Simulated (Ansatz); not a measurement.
**C3H8AlCl: basis-set convergence**

The task here is to estimate one member of a computed series from the others.

The runs use Ansatz 0.2.0, Gaussian basis; one geometry, several basis sets.

Levels to be run: PBE0-D4/def2-SVP; ωB97M-V/def2-SVP; PBE0-D4/def2-QZVPP; ωB97M-V/def2-QZVPP; the functionals' def2-TZVPP values are taken from earlier runs.

## The geometry

All runs share one geometry, relaxed beforehand with PBE0-D4 in a triple-zeta def2 set.

13 atoms, charge 0, spin multiplicity 1.

Atoms are counted from 1 here; the program's logs count them from 0.

Bond lengths: C1–C2 1.527 Å, C1–H6 1.092 Å, C1–H7 1.094 Å, C1–H8 1.096 Å, C2–C3 1.530 Å, C2–Al4 1.959 Å, C2–H9 1.102 Å, C3–H10 1.094 Å, C3–H11 1.095 Å, C3–H12 1.096 Å, Al4–Cl5 2.107 Å, Al4–H13 1.582 Å. Angles: C2–C1–H6 112.3°, C2–C1–H7 111.4°, C2–C1–H8 111.1°, H6–C1–H7 107.1°, H6–C1–H8 107.8°, H7–C1–H8 107.0°, C1–C2–C3 111.8°, C1–C2–Al4 114.2°, C1–C2–H9 107.7°, C3–C2–Al4 111.5°, C3–C2–H9 107.4°, Al4–C2–H9 103.7°, C2–C3–H10 112.5°, C2–C3–H11 111.5°, C2–C3–H12 111.1°, H10–C3–H11 107.2°, H10–C3–H12 107.4°, H11–C3–H12 106.8° and more.

Set-up of the first run:

in.yaml

```yaml
crystal:
  periodic: [false, false, false]
  atoms:
    - {symbol: C, position_ang: [-1.331453, -0.554317, 0.234672]}
    - {symbol: C, position_ang: [0.038501, 0.101716, 0.388039]}
    - {symbol: C, position_ang: [1.173485, -0.913768, 0.245074]}
    - {symbol: Al, position_ang: [0.319015, 1.657503, -0.768673]}
    - {symbol: Cl, position_ang: [-1.353144, 2.697098, -1.519208]}
    - {symbol: H, position_ang: [-2.148579, 0.158938, 0.363881]}
    - {symbol: H, position_ang: [-1.450660, -1.003736, -0.756039]}
    - {symbol: H, position_ang: [-1.468489, -1.356677, 0.968878]}
    - {symbol: H, position_ang: [0.097542, 0.520014, 1.406336]}
    - {symbol: H, position_ang: [2.160192, -0.460650, 0.377054]}
    - {symbol: H, position_ang: [1.164003, -1.389515, -0.740975]}
    - {symbol: H, position_ang: [1.080297, -1.716899, 0.985050]}
    - {symbol: H, position_ang: [1.739889, 2.225592, -1.169188]}
basis:
  gaussian: {orbitals: def2-SVP}
hamiltonian: {xc: pbe0, dispersion: d4}
output: {orbitals: {seedname: orbitals}}
```

Among the steps run: PBE0-D4 in def2-SVP; ωB97M-V in def2-SVP; PBE0-D4 in def2-QZVPP; ωB97M-V in def2-QZVPP.

One of the session's tables, all rows but one given; the rest of the session is left out.

| functional | basis | HOMO (eV) |
| --- | --- | --- |
| PBE0-D4 | def2-SVP | ? |
| PBE0-D4 | def2-TZVPP | -7.47 |
| PBE0-D4 | def2-QZVPP | -7.48 |
| ωB97M-V | def2-SVP | -9.59 |
| ωB97M-V | def2-TZVPP | -9.65 |
| ωB97M-V | def2-QZVPP | -9.66 |

Estimate the missing values for PBE0-D4, def2-SVP.

The run gave: HOMO (eV): -7.43. In the column «HOMO (eV)» it is the highest.
